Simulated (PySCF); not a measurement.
# [Yb(H2O)4]3+: other functionals and bases at one geometry

One table from this session's results is given with a row withheld; the runs are named, their logs left out.

The runs use PySCF 2.14.0; several levels, as the steps say, no spin–orbit coupling.

4 further runs of the same task are left out: 2 for a known fault of the program, 1 that didn't finish, 1 set aside as unsound or not needed.

## Starting geometry

13 atoms, charge 3, spin multiplicity 1.

Bond lengths: Yb1–O2 2.230 Å, Yb1–O5 2.230 Å, Yb1–O8 2.230 Å, Yb1–O11 2.230 Å, O2–H3 0.988 Å, O2–H4 0.988 Å, O5–H6 0.988 Å, O5–H7 0.988 Å, O8–H9 0.988 Å, O8–H10 0.988 Å, O11–H12 0.988 Å, O11–H13 0.988 Å. Angles: O2–Yb1–O5 111.0°, O2–Yb1–O8 106.4°, O2–Yb1–O11 111.0°, O5–Yb1–O8 111.0°, O5–Yb1–O11 106.4°, O8–Yb1–O11 111.0°, Yb1–O2–H3 128.4°, Yb1–O2–H4 128.5°, H3–O2–H4 103.2°, Yb1–O5–H6 128.5°, Yb1–O5–H7 128.4°, H6–O5–H7 103.2°, Yb1–O8–H9 128.5°, Yb1–O8–H10 128.4°, H9–O8–H10 103.2°, Yb1–O11–H12 128.4°, Yb1–O11–H13 128.5°, H12–O11–H13 103.2°.

Geometry (Å):

```xyz
13
H8O4Yb
Yb   -0.00003    0.00000    0.00000
O     1.33560    1.29699    1.22766
H     2.14681    1.04084    1.72946
H     1.26292    2.26720    1.39760
O    -1.33565   -1.22767    1.29699
H    -1.26276   -1.39775    2.26725
H    -2.14691   -1.72944    1.04084
O     1.33560   -1.29699   -1.22766
H     1.26292   -2.26720   -1.39760
H     2.14681   -1.04084   -1.72946
O    -1.33565    1.22767   -1.29699
H    -2.14691    1.72944   -1.04084
H    -1.26276    1.39775   -2.26725
```

Formal oxidation states: Yb +3. Each metal's 13 4f electrons lie in its core potential, so multiplicities, spins and levels count the valence alone. An earlier session relaxed this geometry at r2SCAN, Yb lcecp-1-SVP with ECP59, O def2-SVP, H def2-SVP (singlet, point group S4).

At r2SCAN on the finer grid: E = -343.783675 Eh, HOMO -23.17 eV, LUMO -15.69 eV, Mulliken charge on Yb1 +1.69 e, largest force component 0.032 eV/Å. 

Levels to run: TPSSh; HF; M06-L; BLYP; r2SCAN, TZVP. Hardware: 2 threads of Arm Neoverse V1, shared host.

The first run:

File run.py (the lines that set the calculation):

```python
mol = gto.M(atom='''
Yb    -0.00003     0.00000     0.00000
O      1.33560     1.29699     1.22766
H      2.14681     1.04084     1.72946
H      1.26292     2.26720     1.39760
O     -1.33565    -1.22767     1.29699
H     -1.26276    -1.39775     2.26725
H     -2.14691    -1.72944     1.04084
O      1.33560    -1.29699    -1.22766
H      1.26292    -2.26720    -1.39760
H      2.14681    -1.04084    -1.72946
O     -1.33565     1.22767    -1.29699
H     -2.14691     1.72944    -1.04084
H     -1.26276     1.39775    -2.26725''',
    basis={'Yb': 'lcecp-1-SVP', 'O': 'def2-SVP', 'H': 'def2-SVP'},
    ecp={'Yb': 'lcecp-1-SVP'},
    charge=3, spin=0)
mf = dft.RKS(mol, xc='TPSSH')
mf.grids.atom_grid = (75, 302)  # f atoms: unpruned, at least (60, 302)
mf = mf.density_fit()  # fitting sets: Yb AutoAux, O def2-universal-JKFIT, H def2-universal-JKFIT
mf.conv_tol = 1e-08; mf.max_cycle = 55
mf.kernel(dm0)  # dm0: the density of the relaxed state
```

Run with:

```
> OMP_NUM_THREADS=2 python run.py
```

Steps of the session up to this table: TPSSh; HF; M06-L; BLYP; r2SCAN, TZVP.

One of the session's tables, all rows but one given; the rest of the session is left out.

```
                level  HOMO (eV)  gap (eV)  charge on Yb1 (e)  largest force component (eV/Å)
r2SCAN (relaxed here)     -23.17      7.48               1.69                            0.03
                TPSSh          ?         ?                  ?                               ?
                   HF     -29.46     18.04               2.08                            0.96
                M06-L     -23.15      7.56               1.82                            0.13
                 BLYP     -22.59      6.65               1.51                            0.45
         r2SCAN, TZVP     -23.15      7.54               2.08                            0.26
```

Estimate the missing values for TPSSh.

As computed: HOMO (eV): -23.56; gap (eV): 8.17; charge on Yb1 (e): 1.68; largest force component (eV/Å): 0.13. In the column «HOMO (eV)» it lies between HF (-29.46) and r2SCAN (relaxed here) (-23.17).

In one basis the HOMO–LUMO gap runs from 6.65 eV (BLYP) to 18.04 eV (HF). The largest leftover force, 0.96 eV/Å with HF, stands at a geometry relaxed at another level. With 4f in the core, its levels are missing from HOMO and gap, and its count is fixed, so no charge can pass from the ligands into it. Total energies of different levels can't be compared.
